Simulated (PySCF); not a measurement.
# [Tb(OH)3(H2O)]+: other functionals and bases at one geometry

How far do other levels of theory move the description of [Tb(OH)3(H2O)]+, and what does each cost? The structure is generated, not taken from experiment.

Program: PySCF 2.14.0. Level of theory: several levels, as the steps say, no spin–orbit coupling. These are calculated values, not measurements.

1 further run of the same task is left out (for a known fault of the program).

## Step 1: Starting geometry

10 atoms, charge 1, spin multiplicity 1.

Bond lengths: Tb1–O2 1.945 Å, Tb1–O4 1.942 Å, Tb1–O6 1.943 Å, Tb1–O8 2.319 Å, O2–H3 0.964 Å, O4–H5 0.964 Å, O6–H7 0.963 Å, O8–H9 0.971 Å, O8–H10 0.971 Å. Angles: O2–Tb1–O4 112.4°, O2–Tb1–O6 112.9°, O2–Tb1–O8 103.8°, O4–Tb1–O6 111.1°, O4–Tb1–O8 108.5°, O6–Tb1–O8 107.7°, Tb1–O2–H3 166.8°, Tb1–O4–H5 168.9°, Tb1–O6–H7 168.0°, Tb1–O8–H9 125.6°, Tb1–O8–H10 127.6°, H9–O8–H10 106.8°.

Geometry (Å):

```tsv
atom	x (Å)	y (Å)	z (Å)
Tb1	-0.0132	-0.0819	0.0243
O2	1.1389	1.1069	1.0458
H3	1.7772	1.5069	1.6468
O4	-1.2362	-1.0814	1.1549
H5	-1.6874	-1.6577	1.7817
O6	0.9783	-1.2671	-1.1534
H7	1.5395	-1.9328	-1.5657
O8	-1.2531	1.3577	-1.3054
H9	-1.2148	2.3275	-1.2776
H10	-1.9021	1.1218	-1.9877
```

Formal oxidation states: Tb +4. Each metal's 7 4f electrons lie in its core potential, so multiplicities, spins and levels count the valence alone. An earlier session relaxed this geometry at PBE0, Tb lcecp-2-SVP with ECP53, O def2-SVP, H def2-SVP (singlet, point group C1).

At PBE0 on the finer grid: E = -346.696195 Eh, frontier levels not given, since the 4f levels lie in the core, Mulliken charge on Tb1 +1.44 e, largest force component 0.015 eV/Å. 

Levels to run: B3LYP; BP86; PBE0, TZVP. Hardware: 2 threads of Arm Neoverse V1, shared host.

## Step 2: B3LYP

File run.py (the lines that set the calculation):

```python
mol = gto.M(atom='''
Tb    -0.01316    -0.08187     0.02432
O      1.13891     1.10688     1.04579
H      1.77716     1.50691     1.64685
O     -1.23616    -1.08143     1.15487
H     -1.68736    -1.65770     1.78173
O      0.97833    -1.26715    -1.15343
H      1.53946    -1.93278    -1.56573
O     -1.25315     1.35769    -1.30538
H     -1.21477     2.32750    -1.27763
H     -1.90210     1.12178    -1.98770''',
    basis={'Tb': 'lcecp-2-SVP', 'O': 'def2-SVP', 'H': 'def2-SVP'},
    ecp={'Tb': 'lcecp-2-SVP'},
    charge=1, spin=0)
mf = dft.RKS(mol, xc='B3LYP')
mf.grids.atom_grid = (75, 302)  # f atoms: unpruned, at least (60, 302)
mf = mf.density_fit()  # fitting sets: Tb AutoAux, O def2-universal-JKFIT, H def2-universal-JKFIT
mf.conv_tol = 1e-08; mf.max_cycle = 55
mf.kernel(dm0)  # dm0: the density of the relaxed state
```

Run with:

```console
$ OMP_NUM_THREADS=2 python run.py
```

## Step 3: BP86

Changes to run.py (the lines that set the calculation) since step 2:

```diff
@@ -14,3 +14,3 @@
     charge=1, spin=0)
-mf = dft.RKS(mol, xc='B3LYP')
+mf = dft.RKS(mol, xc='B88,P86')
 mf.grids.atom_grid = (75, 302)  # f atoms: unpruned, at least (60, 302)
```

## Step 4: PBE0, TZVP

Basis: Tb lcecp-2-TZVP with ECP53, O def2-TZVP, H def2-TZVP. 

Changes to run.py (the lines that set the calculation) since step 3:

```diff
@@ -11,6 +11,6 @@
 H     -1.90210     1.12178    -1.98770''',
-    basis={'Tb': 'lcecp-2-SVP', 'O': 'def2-SVP', 'H': 'def2-SVP'},
-    ecp={'Tb': 'lcecp-2-SVP'},
+    basis={'Tb': 'lcecp-2-TZVP', 'O': 'def2-TZVP', 'H': 'def2-TZVP'},
+    ecp={'Tb': 'lcecp-2-TZVP'},
     charge=1, spin=0)
-mf = dft.RKS(mol, xc='B88,P86')
+mf = dft.RKS(mol, xc='PBE0')
 mf.grids.atom_grid = (75, 302)  # f atoms: unpruned, at least (60, 302)
@@ -18,2 +18,2 @@
 mf.conv_tol = 1e-08; mf.max_cycle = 55
-mf.kernel(dm0)  # dm0: the density of the relaxed state
+mf.kernel(dm0)  # dm0: free metal ions and neutral atoms
```

Before running it: what results should come out? Wanted: for each run, charge on Tb1; dipole; largest force.

As calculated:

| level | state | charge on Tb1 (e) | dipole (D) | largest force (eV/Å) | basis functions | time |
| --- | --- | --- | --- | --- | --- | --- |
| PBE0 (relaxed here) | singlet | 1.44 | 4.15 | 0.01 | 111 | 22 s |
| B3LYP | singlet | 1.36 | 4.13 | 0.19 | 111 | 8 s |
| BP86 | singlet | 1.21 | 3.98 | 0.53 | 111 | 9.4 s |
| PBE0, TZVP | singlet | 1.92 | 4.34 | 0.27 | 201 | 22 s |

Times are on 2 threads of Arm Neoverse V1, shared host; the first row also made further properties. The dipole of a charged species depends on the origin, so these sizes hold for this origin alone.

The largest leftover force, 0.53 eV/Å with BP86, stands at a geometry relaxed at another level. The Mulliken charge on Tb spans +1.21 to +1.92 e over the levels. With 4f in the core, its levels are missing from HOMO and gap. Total energies of different levels can't be compared. Spin–orbit coupling is left out throughout.
